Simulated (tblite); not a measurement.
# BH7O4Si3: the cost of one run

Computed with tblite 0.8.0 and PySCF 2.14.0; each step states its level. No surroundings beyond the atoms listed, unless a continuum is named. Atoms count from 0, parts from 1.

### 1 The system as given

15 atoms, charge 0, multiplicity 1; geometry: distance geometry start.

### 2 Geometry optimisation with GFN2-xTB

Job settings and geometry (Å):

```
{"job": {"kind": "relax", "xc": "GFN2-xTB", "basis": "xTB"}, "charge": 0, "multiplicity": 1}
O      0.444730     1.202233     0.630738
Si     1.897607     1.220376    -0.302365
O      2.775233    -0.228920     0.038667
Si     1.592696    -1.421940     0.427198
O      0.250334    -1.220243    -0.640758
Si    -0.637525     0.208268    -0.273612
O     -1.997543    -0.096898     0.708297
B     -3.238302    -0.204141    -0.033770
H      2.709964     2.424332    -0.091796
H      1.485973     1.113240    -1.705947
H      2.212213    -2.754303     0.276282
H      1.097811    -1.251744     1.815986
H     -0.941983     0.967652    -1.472403
H     -3.471653     0.623733    -0.856551
H     -4.202079    -0.572436     0.569636
```

Method: GFN2-xTB geometry optimisation, gas phase.

Run with:

```sh
> OMP_NUM_THREADS=1 python cluster_run.py task.json out
```

One launch serves the whole session: the jobs run in the order shown.

**Question.** How long does this first job take on 1 thread of Arm Neoverse N1, shared host?

About 6.5 s.
